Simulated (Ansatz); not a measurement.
# LaTl: strong compression

An exercise on one series of results from a longer session: the logs are not shown, and one member is left open.

Method: DFT, LDA, PAW with Ansatz's default frozen-core files, scalar-relativistic, in Ansatz 0.2.0.

**The starting structure**

The structure is cubic, space group Pm-3m (No. 221). The conventional cell has a = 3.972 Å, b = 3.972 Å, c = 3.972 Å, α = 90.00°, β = 90.00°, γ = 90.00°. Around La (site symmetry m-3m) lie 8 Tl at 3.44 Å. Around Tl (site symmetry m-3m) lie 8 La at 3.44 Å.

Structure file:

```xyz
2
Lattice="3.9724 0.0000 0.0000 0.0000 3.9724 0.0000 0.0000 0.0000 3.9724" Properties=species:S:1:pos:R:3 pbc="T T T"
La    0.0000    0.0000    0.0000
Tl    1.9862    1.9862    1.9862
```

Whether this phase is the stable one at these pressures isn't tested.

Atoms are numbered in the order of the input: La1, Tl2.

The first run:

input.yaml

```yaml
crystal:
  lattice:
    - [3.97237799, 0.0, 0.0]
    - [0.0, 3.97237799, 0.0]
    - [0.0, 0.0, 3.97237799]
  atoms:
    - { symbol: La, position: [0.0, 0.0, 0.0] }
    - { symbol: Tl, position: [0.5, 0.5, 0.5] }
kpoints:
  mp_grid: { grid: [9, 9, 9] }
  band_path:
    path:
      - [0.0, 0.0, 0.0]
      - [0.0, 0.5, 0.0]
      - [0.5, 0.5, 0.0]
      - [0.0, 0.0, 0.0]
      - [0.5, 0.5, 0.5]
      - [0.0, 0.5, 0.0]
      - [0.5, 0.5, 0.5]
      - [0.5, 0.5, 0.0]
    npoints: 6
scf:
  occupations: { method: fermi_dirac, width: 0.05 }
hamiltonian:
  xc: lda
  pseudopotentials: { kind: paw }
output:
  forces: true
  stress: true
  eigenvalues: true
  populations: true
  write_density: true
  write_potential: true
  elf: true
  volumetric_format: npy
```

On the command line:

```
> ansatz run input.yaml --threads 1 --pin off --max-ram 2048MiB --backend cpu --events-out ev --progress --plain --runs-dir out
```

Among the steps run: Volume scaled by 1, PAW; Volume scaled by 0.65, PAW; Volume scaled by 0.6, PAW; Volume scaled by 0.4, PAW.

One of the session's tables, all rows but one given; the rest of the session is left out.

```
method  volume over the first  volume (Å³/atom)  pressure (GPa)
   PAW                      1            31.342           -3.62
   PAW                   0.65            20.372           45.24
   PAW                    0.6            18.805           65.39
   PAW                    0.4                 ?               ?
```

Q: Estimate the row for PAW, 0.4 from the others.

As computed: volume (Å³/atom): 12.537; pressure (GPa): 299.69. In the column «volume (Å³/atom)» it is the lowest.
